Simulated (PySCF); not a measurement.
# C6H8O5: the cost of one run

Computed with PySCF 2.14.0 and routines of our own; the level stands in each step. Atoms count from 0.

### 1 The starting structure

19 atoms, charge 0, multiplicity 1; geometry from: GFN2-xTB.

### 2 Magnetic properties: GIAO CAM-B3LYP/pcSseg-1

What the job is given:

```
{"job": {"kind": "mag", "xc": "CAM-B3LYP", "basis": "pcSseg-1", "isotopologues": 0}, "charge": 0, "multiplicity": 1}
C      1.764836    -0.407993    -0.811310
C      0.782789     0.585107    -0.209471
O      1.391191     1.288683     0.866520
C      0.816443     0.975601     2.030883
O      1.167954     1.358104     3.092228
O     -0.226115     0.128416     1.831141
C     -0.478637    -0.032876     0.463320
C     -0.795267    -1.487592     0.157957
O     -1.629765     0.797581     0.200681
C     -2.085421     0.912851    -1.035439
O     -1.634121     0.411929    -2.021659
H      1.307355    -0.915940    -1.654159
H      2.637577     0.138723    -1.158117
H      2.086882    -1.134442    -0.069803
H      0.490246     1.321096    -0.964683
H      0.020550    -2.121965     0.488667
H     -1.694055    -1.760198     0.706063
H     -0.963415    -1.618613    -0.906653
H     -2.968831     1.570777    -1.013627
```

With the program's defaults for keys left out, this is: GIAO CAM-B3LYP/pcSseg-1 magnetisability, rotational g tensor and spin-rotation constants, non-relativistic, gas phase.

Command:

```console
$ OMP_NUM_THREADS=1 python excited_run.py task.json out
```

One launch serves the whole session: the jobs run in the order shown.

**Question.** How long does this first job take on 1 thread of Intel Xeon 6975P-C, shared host, and how much memory does it need?

About 65 s, with a peak of 1.3 GiB.
